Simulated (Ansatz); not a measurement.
Task: a ladder of methods at one geometry of C2H5NOSe, SMILES NC(=O)C[SeH], with Ansatz 0.2.0, Python API. Give the script and its output. Use (for the species named): B3LYP, def2-SVP basis, multiplicity 1. The script varies functional: b3lyp, blyp, cam_b3lyp, pbe0, revpbe, r2scan.

| atom | x (Å) | y (Å) | z (Å) |
| --- | --- | --- | --- |
| N | 1.3087 | 0.1494 | 0.7927 |
| C | 0.2980 | -0.7165 | 0.2376 |
| O | 0.5957 | -1.9088 | 0.0056 |
| C | -0.9982 | -0.2313 | -0.1191 |
| Se | -1.0803 | 0.4537 | -1.9481 |
| H | 1.0117 | 1.2106 | 0.9462 |
| H | 2.2507 | -0.1314 | 1.0172 |
| H | -1.3591 | 0.5696 | 0.5818 |
| H | -1.7880 | -1.0684 | -0.0083 |
| H | -0.1560 | 1.6219 | -1.5027 |

Script `c2h5nose_methods.py`:
```python
'''C2H5NOSe at several levels of theory.'''

from pathlib import Path

import ansatz as az
import numpy as np


def main() -> None:
    geometry_ang = [
        ('N', (1.3087, 0.1494, 0.7927)),
        ('C', (0.298, -0.7165, 0.2376)),
        ('O', (0.5957, -1.9088, 0.0056)),
        ('C', (-0.9982, -0.2313, -0.1191)),
        ('Se', (-1.0803, 0.4537, -1.9481)),
        ('H', (1.0117, 1.2106, 0.9462)),
        ('H', (2.2507, -0.1314, 1.0172)),
        ('H', (-1.3591, 0.5696, 0.5818)),
        ('H', (-1.788, -1.0684, -0.0083)),
        ('H', (-0.156, 1.6219, -1.5027)),
    ]
    system = az.Crystal.molecule()
    for symbol, xyz in geometry_ang:
        system = system.atom(symbol, xyz)

    calc = system.calculation().basis(gaussian='def2-SVP')

    print('functional    E (Ha)        dipole (D)   HOMO (eV)  LUMO (eV)')
    for name in ['b3lyp', 'blyp', 'cam_b3lyp', 'pbe0', 'revpbe', 'r2scan']:
        r = calc.functional(name).forces().orbitals().run(threads=1, runs_dir='runs').report
        lines = Path(r['orbitals_path']).read_text().splitlines()
        field_of = lambda key: [line.split('=')[1].strip() for line in lines if line.startswith(key)]
        orbitals = [(27.211386 * float(e), s, float(n)) for e, s, n in zip(field_of('Ene='), field_of('Spin='), field_of('Occup='))]
        homo = max(e for e, _, n in orbitals if n > 0.5)
        lumo = min(e for e, _, n in orbitals if n < 0.5)
        dipole = 4.803205 * np.linalg.norm(r['charge_distribution']['dipole_moment_e_ang'])
        print(f'{name:10s} {r["free_energy_ev"] / 27.211386246:14.6f} {dipole:9.3f} {homo:11.3f} {lumo:10.3f}')


if __name__ == '__main__':
    main()
```

Running `python c2h5nose_methods.py` prints:
```text
functional    E (Ha)        dipole (D)   HOMO (eV)  LUMO (eV)
b3lyp        -2610.319423     3.899      -6.388     -1.002
blyp         -2610.254259     3.702      -5.061     -1.535
cam_b3lyp    -2610.309695     3.979      -7.993      0.365
pbe0         -2609.766802     4.016      -6.680     -0.812
revpbe       -2610.033641     3.768      -5.187     -1.627
r2scan       -2610.166028     4.002      -5.612     -1.609
```

Reading the output:
- Total energies depend on the basis set; only differences at equal settings carry meaning.
- The geometry is a force-field or estimated start, not a minimum of this method, and the basis set is short of its limit. A lower total doesn't mark the better method: functionals have no common bound, and MP2 and coupled cluster aren't variational.
- b3lyp holds the VWN-RPA fit, as in Gaussian; the form of ORCA and Turbomole is b3lyp5.
- Levels such as HOMO and LUMO are orbital energies: with these approximate functionals they aren't the ionisation energy and electron affinity, and their gap isn't the fundamental gap.
- Run time: 36 s on 1 thread of Arm Neoverse V1, with other jobs on the host, peak memory 0.36 GiB.
